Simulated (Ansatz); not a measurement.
CH4Cl2SeSi, SMILES C[Se][SiH](Cl)Cl, a single point in a Gaussian basis

Run with the Ansatz DFT code, driven from Python.

`ch4cl2sesi_energy.py`
```python
"""Single point of CH4Cl2SeSi in a Gaussian basis."""

import logging
import sys
import warnings

import ansatz as az

logging.basicConfig(stream=sys.stdout, format="[%(levelname)s] %(message)s")
logger = logging.getLogger("calc")
logger.setLevel(logging.INFO)

warnings.simplefilter("ignore", az.DeckWarning)

geometry_ang = [
    ("C", [-1.4653, -0.5559, -0.2329]),
    ("Se", [0.1658, -1.4907, -0.2932]),
    ("Si", [1.33, 0.3708, 0.2838]),
    ("Cl", [1.3587, 1.7894, -1.2528]),
    ("Cl", [3.3578, -0.1755, 0.629]),
    ("H", [-1.497, 0.3264, -0.9916]),
    ("H", [-2.3165, -1.2029, -0.4868]),
    ("H", [-1.6421, -0.0758, 0.763]),
    ("H", [0.7972, 0.968, 1.5644]),
]
molecule = az.Crystal.molecule()
for symbol, xyz in geometry_ang:
    molecule = molecule.atom(symbol, xyz)

model = (
    molecule.calculation()
    .basis(gaussian="def2-TZVP")
    .functional("b3lyp", dispersion="d4")
)
print(model.to_yaml())
done = model.run(threads=1, backend="cpu")
data = done.report

for key in ("converged", "free_energy_ev", "reference_energy_ev", "n_frozen", "n_occupied", "n_virtual"):
    logger.info(f"{key:22s} {data[key]}")

field = data["mean_field"]
print("<S^2> =", round(abs(field["state"]["spin_squared"]), 4), " relativity:", field["relativity"])
print("passes:", field["passes"])
if "symmetry" in field:
    print("occupied orbitals by irrep:", field["symmetry"]["occupied"])
```

Output of `python ch4cl2sesi_energy.py`:
```text
crystal:
  periodic: [false, false, false]
  atoms:
    - { symbol: C, position_ang: [-1.4653, -0.5559, -0.2329] }
    - { symbol: Se, position_ang: [0.1658, -1.4907, -0.2932] }
    - { symbol: Si, position_ang: [1.33, 0.3708, 0.2838] }
    - { symbol: Cl, position_ang: [1.3587, 1.7894, -1.2528] }
    - { symbol: Cl, position_ang: [3.3578, -0.1755, 0.629] }
    - { symbol: H, position_ang: [-1.497, 0.3264, -0.9916] }
    - { symbol: H, position_ang: [-2.3165, -1.2029, -0.4868] }
    - { symbol: H, position_ang: [-1.6421, -0.0758, 0.763] }
    - { symbol: H, position_ang: [0.7972, 0.968, 1.5644] }
basis:
  gaussian:
    orbitals: def2-TZVP
hamiltonian:
  xc: b3lyp
  dispersion: d4

[INFO] converged              True
[INFO] free_energy_ev         -99382.41787255886
[INFO] reference_energy_ev    -99381.90394935715
[INFO] n_frozen               0
[INFO] n_occupied             [46, 46]
[INFO] n_virtual              [168, 168]
<S^2> = 0.0  relativity: none
passes: {'evaluations': 16, 'products': 12}
occupied orbitals by irrep: [{'A': 46}, {'A': 46}]
```

Notes:
- Total energies depend on the basis set; only differences at equal settings carry meaning.
- The geometry is a force-field or estimated start, not a minimum of this method, and the basis set is short of its limit.
- Total less reference energy is the dispersion correction.
- b3lyp holds the VWN-RPA fit, as in Gaussian; the form of ORCA and Turbomole is b3lyp5.
- Hardware and time: 14 s on 1 thread of Arm Neoverse V1, with other jobs on the host, peak memory 0.64 GiB.

(Lines on the test bed's own set-up are left out of the output.)
